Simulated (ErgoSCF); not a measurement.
**UBPW91(Ergo)/3-21G run of InH2 (SMILES [InH2])**

What is the vertical ionisation energy of InH2 at UBPW91(Ergo)/3-21G? 

The calculation is run with ErgoSCF 3.8.

5 further runs of the same task are left out: 1 that didn't finish, 4 set aside as unsound or not needed.

## (1) The structure to begin with

InH2: 3 atoms, total charge 0, spin state doublet. SMILES: `[InH2]`. Geometry: relaxed at PBE0-D4/def2-TZVP.

Bond lengths: In1–H2 1.758 Å, In1–H3 1.758 Å. Angles: H2–In1–H3 120.6°.

## (2) A single-point energy at UBPW91(Ergo)/3-21G

Input file geom.xyz:

```xyz
3
H2In
In     0.384600    -0.425400     0.149800
H      0.691300     1.265400     0.521600
H     -1.086900    -0.904800    -0.684700
```

Input file input.ego:

```
set_nthreads(1)
tmpdir = "."
scf.output_mulliken_pop = 1
spin_polarization = 1
scf.max_number_of_iterations = 150
basis = "3-21G"
molecule "geom.xyz"
run "BPW91"
```

The basis set 3-21G is read from a file made from the Basis Set Exchange's data (not shown).

The run is started by

```bash
$ ergo input.ego
```

Standard output:

```text
[...]
INDF Weighted mixed functional:
[...]
INSC Energy   1 =      -4972.95505091373
[...]
INDE PURIFICATION CONVERGED after 48 iterations
[...]
INDE PURIFICATION CONVERGED after 43 iterations
[...]
INDE PURIFICATION CONVERGED after 35 iterations
[...]
INDE E(LUMO) - E(HOMO) <=          0.14600605973 =          3.97302730457 eV
[...]
INSC Energy  13 =      -5718.69394987914  ( diff      0.000000000006366 )
[...]
RESC CONVERGED after  13 iterations.
RESC FINAL ENERGY:      -5718.69394987914
RESC FINAL <S2> =          0.75082754322
[...]
INSC SCF: dipole_moment_x [atomic units] =       0.06611807
INSC SCF: dipole_moment_y [atomic units] =      -0.06863835
INSC SCF: dipole_moment_z [atomic units] =       0.02628058
[...]
```

Run time: 2.9 s. Hardware: 1 thread of Arm Neoverse V2, shared host.

## (3) The singlet cation, same level

Input file input.xyz:

```xyz
3

In     0.384600    -0.425400     0.149800
H      0.691300     1.265400     0.521600
H     -1.086900    -0.904800    -0.684700
```

Input file ergo.in:

```
set_nthreads("env")
molecule "input.xyz"
scf.max_number_of_iterations = 150
scf.output_mulliken_pop = 1
basis = "3-21G"
tmpdir = "."
charge = 1
scf.force_unrestricted = 1
run "BPW91"
```

The basis set 3-21G is read from a file made from the Basis Set Exchange's data (not shown).

The run is started by

```bash
$ ergo ergo.in
```

Standard output:

```text
[...]
INDF Weighted mixed functional:
[...]
INSC Energy   1 =      -4902.65349031063
[...]
INDE PURIFICATION CONVERGED after 43 iterations
[...]
INDE PURIFICATION CONVERGED after 43 iterations
[...]
INDE PURIFICATION CONVERGED after 35 iterations
[...]
INDE E(LUMO) - E(HOMO) <=          0.12420246542 =          3.37972127528 eV
[...]
INSC Energy  11 =      -5718.42009536933  ( diff      0.000000000005457 )
[...]
RESC CONVERGED after  11 iterations.
RESC FINAL ENERGY:      -5718.42009536933
RESC FINAL <S2> =         -0.00000000000
[...]
INSC SCF: dipole_moment_x [atomic units] =       1.07694025
INSC SCF: dipole_moment_y [atomic units] =      -1.16805970
INSC SCF: dipole_moment_z [atomic units] =       0.42217229
[...]
```

It took 2.6 s on 1 thread of Arm Neoverse V2, shared host.

## (4) What came out

At UBPW91(Ergo)/3-21G:

| quantity | value |
| --- | --- |
| doublet InH2: total energy | -5718.69395 Eh |
| doublet InH2: dipole moment | 0.25 D |
| doublet InH2: ⟨S²⟩ | 0.751 |
| singlet cation: total energy | -5718.42010 Eh |
| vertical ionisation energy (to the singlet cation) | 7.452 eV |

What this shows: The vertical ionisation energy comes to 7.45 eV (172 kcal/mol). Only the singlet of the ionised species was computed; a triplet could lie lower. Mulliken charges (doublet InH2) run from -0.13 on H3 to +0.26 on In1; they depend strongly on the basis. Relativity is left out (doublet InH2) although the molecule holds a heavy atom. Mulliken charges (singlet cation) run from -0.00 on H2 to +1.00 on In1; they depend strongly on the basis. Relativity is left out (singlet cation) although the molecule holds a heavy atom.
